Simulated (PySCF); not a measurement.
# C₄H₃BF₂O: geometry, spin-spin couplings

Wanted: the spin-spin couplings of C₄H₃BF₂O (`FB(F)c1ccco1`), by calculation.

Computed with PySCF 2.14.0, with density-fitted response routines of our own, on a single molecule in the gas phase. Atoms are numbered from 0 throughout.

## 1. The molecule as given

11 atoms, charge 0, multiplicity 1; geometry from: GFN2-xTB. The atoms were then displaced at random by about 0.01 Å, so the start is not that level's minimum.

Bonds of the start (Å): F0–B1 1.35, B1–F2 1.31, B1–C3 1.50, C3–C4 1.41, C4–C5 1.41, C5–C6 1.36, C6–O7 1.34, O7–C3 1.37, C4–H8 1.08, C5–H9 1.07, C6–H10 1.08.

## 2. Relaxing the molecule at PBE0-D3(BJ)/def2-SVP

The job: settings as JSON, then the geometry in Å.

```
{"job": {"xc": "PBE0", "basis": "def2-SVP", "d3": "d3bj", "grid": 1, "shake": 0.01, "kind": "geom"}, "charge": 0, "multiplicity": 1}
F      2.794920    -0.833320     0.680710
B      2.085390     0.163140     0.100720
F      2.807660     1.159570    -0.358550
C      0.595260     0.112350    -0.011320
C     -0.325240    -0.869530     0.409880
C     -1.615620    -0.421540     0.070050
C     -1.425670     0.779040    -0.544210
O     -0.133190     1.115030    -0.602040
H     -0.056060    -1.765080     0.940730
H     -2.541890    -0.932770     0.260290
H     -2.147450     1.467280    -0.961930
```

The run is started by

```console
$ OMP_NUM_THREADS=1 python probes_run.py task.json out
```

This one command runs all jobs of the session in turn.

**Question.** This job is followed by: B3LYP/cc-pVTZ indirect spin-spin coupling, non-relativistic, gas phase; B3LYP/6-31G* indirect spin-spin coupling, non-relativistic, gas phase. What will the session give for the following? point group; rotational constants (main isotopes); largest coupling of the table (B3LYP/cc-pVTZ); range of J(F0,F2), mean over like pairs.

**Answer**, as computed:

```
                                     quantity                     value
                                  point group                        Cs
         rotational constants (main isotopes)      4.92, 1.45, 1.12 GHz
largest coupling of the table (B3LYP/cc-pVTZ)  ²J(F,F) F0–F2, -197.2 Hz
      range of J(F0,F2), mean over like pairs       -197.2 to -110.3 Hz
```

**Reading.** Relaxing lowered the energy by 0.106 eV in 9 steps; the close pair that moved most is B1–C3, from 1.495 to 1.533 Å. No frequency check was run at this level, so the end point may be a saddle. Of the pairs tabulated at B3LYP/cc-pVTZ, F0–F2 couples most strongly (-197.2 Hz; Fermi contact 15.9 Hz). Couplings across rotatable bonds belong to this one conformer; where others are populated, the observed values are averages. Density functionals describe couplings to fluorine poorly, F–F couplings above all, so those rows are rough. The coupling F0–F2, as a mean over pairs of its kind, runs from -197.2 Hz (B3LYP/cc-pVTZ) to -110.3 Hz (B3LYP/6-31G*). Couplings from bases without tight functions are rough.
